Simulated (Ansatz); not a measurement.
# C₂H₉InSe: small, medium and large basis sets

One table from this session's results is given with a row withheld; the runs are named, their logs left out.

Program: Ansatz 0.2.0, Gaussian basis. Level of theory: one geometry, several basis sets. These are calculated values, not measurements.

The runs, in order: PBE0-D4/def2-SVP; ωB97M-V/def2-SVP; PBE0-D4/def2-QZVPP; ωB97M-V/def2-QZVPP; the functionals' def2-TZVPP values are taken from earlier runs.

### The relaxed structure

The geometry comes from an earlier relaxation with PBE0-D4 in a triple-zeta def2 set; it is a stationary point, not always the lowest conformer. In takes the def2 core potential; no spin-orbit term is included.

SMILES `[CH3][InH-]([CH3])[SeH2+]`, 13 atoms, charge 0, spin multiplicity 1.

Atoms are counted from 1 here; the program's logs count them from 0.

Bond lengths: C1–In2 2.168 Å, C1–H5 1.092 Å, C1–H6 1.091 Å, C1–H7 1.093 Å, In2–C3 2.170 Å, In2–Se4 3.009 Å, In2–H8 1.741 Å, C3–H9 1.093 Å, C3–H10 1.092 Å, C3–H11 1.092 Å, Se4–H12 1.468 Å, Se4–H13 1.468 Å. Angles: In2–C1–H5 111.2°, In2–C1–H6 111.3°, In2–C1–H7 109.7°, H5–C1–H6 108.9°, H5–C1–H7 107.8°, H6–C1–H7 107.8°, C1–In2–C3 119.3°, C1–In2–Se4 94.7°, C1–In2–H8 119.8°, C3–In2–Se4 95.5°, C3–In2–H8 119.2°, Se4–In2–H8 92.6°, In2–C3–H9 109.9°, In2–C3–H10 111.1°, In2–C3–H11 111.4°, H9–C3–H10 107.8°, H9–C3–H11 107.7°, H10–C3–H11 108.9° and more.

As a file:

```
C    -1.3087    1.5570   -0.7669
In   -0.5366   -0.4591   -0.5662
C     1.5984   -0.8022   -0.7481
Se   -0.5705   -0.4386    2.4428
H    -0.6087    2.2904   -0.3617
H    -2.2689    1.6657   -0.2598
H    -1.4615    1.7898   -1.8237
H    -1.6252   -1.8148   -0.6466
H     1.8735   -0.8801   -1.8030
H     2.1674    0.0233   -0.3153
H     1.8948   -1.7314   -0.2579
H     0.2492   -1.6512    2.5558
H     0.6170    0.4164    2.5656
```

The first run:

Contents of in.yaml:

```yaml
crystal:
  periodic: [false, false, false]
  atoms:
    - {symbol: C, position_ang: [-1.308684, 1.557037, -0.766943]}
    - {symbol: In, position_ang: [-0.536571, -0.459082, -0.566174]}
    - {symbol: C, position_ang: [1.598408, -0.802165, -0.748088]}
    - {symbol: Se, position_ang: [-0.570452, -0.438556, 2.442762]}
    - {symbol: H, position_ang: [-0.608720, 2.290373, -0.361688]}
    - {symbol: H, position_ang: [-2.268922, 1.665710, -0.259784]}
    - {symbol: H, position_ang: [-1.461487, 1.789824, -1.823749]}
    - {symbol: H, position_ang: [-1.625156, -1.814799, -0.646647]}
    - {symbol: H, position_ang: [1.873516, -0.880061, -1.803032]}
    - {symbol: H, position_ang: [2.167407, 0.023321, -0.315332]}
    - {symbol: H, position_ang: [1.894844, -1.731411, -0.257864]}
    - {symbol: H, position_ang: [0.249166, -1.651194, 2.555807]}
    - {symbol: H, position_ang: [0.617048, 0.416404, 2.565632]}
basis:
  gaussian: {orbitals: def2-SVP}
hamiltonian: {xc: pbe0, dispersion: d4}
output: {orbitals: {seedname: orbitals}}
```

Started as:

```
$ ansatz run in.yaml --threads 4 --pin off --events-out ev --progress --plain --max-ram 11315MiB
```

Among the steps run: PBE0-D4 in def2-SVP; ωB97M-V in def2-SVP; PBE0-D4 in def2-QZVPP; ωB97M-V in def2-QZVPP.

One table of the session follows, with a row left open; its other results are not shown here.

It belongs to the step «Density functionals: the series». 

```
functional       basis  HOMO (eV)
   PBE0-D4    def2-SVP      -6.77
   PBE0-D4  def2-TZVPP      -6.83
   PBE0-D4  def2-QZVPP      -6.84
   ωB97M-V    def2-SVP      -8.95
   ωB97M-V  def2-TZVPP      -9.02
   ωB97M-V  def2-QZVPP          ?
```

**Question.** Estimate the row for ωB97M-V, def2-QZVPP.

**Answer.** HOMO (eV): -9.04. In the column «HOMO (eV)» it is the lowest.
